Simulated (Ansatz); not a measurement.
# SnH4Se: a ladder of functionals and wavefunction methods

How much do the methods differ for SnH4Se? The plan is to run it at one geometry with functionals of several rungs and with coupled cluster. The yardstick is the atomisation energy at the CCSD(T) limit.

Computed with Ansatz 0.2.0, Gaussian basis. Level: functionals in def2-TZVPP, the program's frozen cores in correlated methods.

Plan: LDA (SPW92), PBE-D4, revPBE-D4, BLYP-D4, r2SCAN-D4, B97M-V, PBE0-D4, B3LYP-D4, r2SCANh-D4, r2SCAN0-D4, HSE06-D4, BHLYP-D4, CAM-B3LYP-D4, LC-ωPBE, ωB97X-V, ωB97M-V, B2PLYP, PBE-QIDH; CCSD(T)/def2-SVP; CCSD(T)/def2-TZVPP; MP2/def2-QZVPP; extrapolation to the limit; RPA on PBE.

### 1 The geometry

All runs share one geometry, relaxed beforehand with PBE0-D4 in a triple-zeta def2 set. Sn takes the def2 core potential; no spin-orbit term is included.

SMILES `[SeH][SnH3]`, 6 atoms, charge 0, spin multiplicity 1.

Atoms are counted from 1 here; the program's logs count them from 0.

Bond lengths: Se1–Sn2 2.533 Å, Se1–H3 1.469 Å, Sn2–H4 1.702 Å, Sn2–H5 1.705 Å, Sn2–H6 1.705 Å. Angles: Sn2–Se1–H3 92.3°, Se1–Sn2–H4 104.9°, Se1–Sn2–H5 109.7°, Se1–Sn2–H6 109.7°, H4–Sn2–H5 111.1°, H4–Sn2–H6 111.1°, H5–Sn2–H6 110.1°.

### 2 LDA

This LDA is Slater exchange with PW92 correlation.

The input, in.yaml:

```yaml
crystal:
  periodic: [false, false, false]
  atoms:
    - {symbol: Se, position_ang: [1.631421, 1.070752, 0.151236]}
    - {symbol: Sn, position_ang: [-0.286482, -0.567648, -0.080727]}
    - {symbol: H, position_ang: [0.716654, 2.213164, 0.276707]}
    - {symbol: H, position_ang: [0.455808, -2.088519, -0.261198]}
    - {symbol: H, position_ang: [-1.218284, -0.171725, -1.452793]}
    - {symbol: H, position_ang: [-1.256917, -0.520025, 1.320577]}
basis:
  gaussian: {orbitals: def2-TZVPP}
hamiltonian: {xc: lda}
output: {orbitals: {seedname: orbitals}}
```

The runs that follow: PBE-D4 (GGA); revPBE-D4 (GGA); BLYP-D4 (GGA); r2SCAN-D4 (meta-GGA); B97M-V (meta-GGA); PBE0-D4 (hybrid); B3LYP-D4 (hybrid); r2SCANh-D4 (hybrid); r2SCAN0-D4 (hybrid); HSE06-D4 (hybrid); BHLYP-D4 (hybrid); CAM-B3LYP-D4 (range-separated); LC-ωPBE-D4 (range-separated); ωB97X-V (range-separated); ωB97M-V (range-separated); B2PLYP (double hybrid); PBE-QIDH (double hybrid); CCSD(T) in def2-SVP; CCSD(T) in def2-TZVPP; MP2 in def2-QZVPP; RPA on PBE orbitals.

Q: Predict the results of all the runs planned. Wanted: atomisation energy, CCSD(T)/CBS; farthest beyond LDA; mean size of error, GGA; mean size of error, meta-GGA; mean size of error, hybrid; mean size of error, range-separated; mean size of error, double hybrid; gap, smallest and largest; T1 diagnostic.

**Answer**, as computed:

| quantity | value |
| --- | --- |
| atomisation energy, CCSD(T)/CBS | 1403.1 kJ/mol |
| functionals within 14.0 kJ/mol (1.0 %) | B97M-V, ωB97X-V |
| farthest beyond LDA | revPBE-D4 (-72.6 kJ/mol) |
| mean size of error, GGA | 54.4 kJ/mol |
| mean size of error, meta-GGA | 16.9 kJ/mol |
| mean size of error, hybrid | 43.0 kJ/mol |
| mean size of error, range-separated | 31.7 kJ/mol |
| mean size of error, double hybrid | 54.5 kJ/mol |
| gap, smallest and largest | 4.06 eV (LDA (SPW92)), 10.77 eV (LC-ωPBE) |
| T1 diagnostic | 0.0111 |
| triples share of the correlation energy | 3.0 % |

**Reading.** The LDA atomisation energy is off by 166.2 kJ/mol (12 %): it overbinds. PBE-D4 is off by -42.3 kJ/mol. Double hybrids carry the basis error of their MP2 part in triple zeta, and no dispersion term here, so their miss is partly the set-up's. By mean error the best rung here is meta-GGA (16.9 kJ/mol) and the worst beyond LDA is double hybrid (54.5 kJ/mol). The reference freezes the cores and leaves out spin-orbit coupling and excitations past (T), and its outer-core shells are covered unevenly, so misses under about 14.0 kJ/mol can't be ranked. All levels share the lack of spin-orbit coupling, which lowers the free heavy atoms and so the true binding. Hartree-Fock recovers 68 % of the binding; the rest is correlation. CCSD(T) in def2-SVP is off by -130.0 kJ/mol, so the small basis spoils what the method gains. The gap grows from 4.1 to 10.8 eV across the functionals, mostly with the share of exact exchange. Correlated methods include outer-core shells of Se, Sn, which these sets cover unevenly.
